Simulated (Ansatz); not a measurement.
# CdS: the cost of one run

Program: Ansatz 0.2.0. Level of theory: DFT PBE, scalar-relativistic, plane waves, PAW, and further levels as typed in the inputs. These are calculated values, not measurements.

## 1. The starting structure

The structure is hexagonal, space group P6_3mc (No. 186). The conventional cell has a = 4.111 Å, b = 4.111 Å, c = 6.713 Å, α = 90.00°, β = 90.00°, γ = 120.00°. Around Cd (site symmetry 3m) lie 4 S at 2.51 to 2.53 Å. S (site symmetry 3m) is surrounded by 4 Cd at 2.51 to 2.53 Å.

Structure file:

```
CELL_PARAMETERS angstrom
4.11118 0.00000 0.00000
-2.05559 3.56039 0.00000
0.00000 0.00000 6.71300
ATOMIC_POSITIONS crystal
Cd 0.33333 0.66667 0.00000
Cd 0.66667 0.33333 0.50000
S 0.33333 0.66667 0.37700
S 0.66667 0.33333 0.87700
```

## 2. Relaxing the atoms: CdS, no spin

Contents of input.yaml:

```yaml
crystal:
  lattice:
    - [4.111184, 0.0, 0.0]
    - [-2.055592, 3.56038978, 0.0]
    - [0.0, 0.0, 6.713]
  atoms:
    - { symbol: Cd, position: [0.3333333333, 0.6666666667, 0.0] }
    - { symbol: Cd, position: [0.6666666667, 0.3333333333, 0.5] }
    - { symbol: S, position: [0.3333333333, 0.6666666667, 0.377] }
    - { symbol: S, position: [0.6666666667, 0.3333333333, 0.877] }
scf:
  occupations: { method: gaussian, width: 0.05 }
output:
  forces: true
  stress: true
hamiltonian:
  xc: pbe
kpoints:
  mp_grid: { grid: [8, 8, 5] }
relax:
  f_tol: 0.003
```

Command:

```
> ansatz run input.yaml --threads 4 --pin off --max-ram 10240MiB --backend cpu --events-out ev --progress --plain --runs-dir out
```

What time and memory should one allow on 4 threads of Intel Xeon Platinum 8488C (Sapphire Rapids), shared host?

About 4.3 s, with a peak of 0.45 GiB.
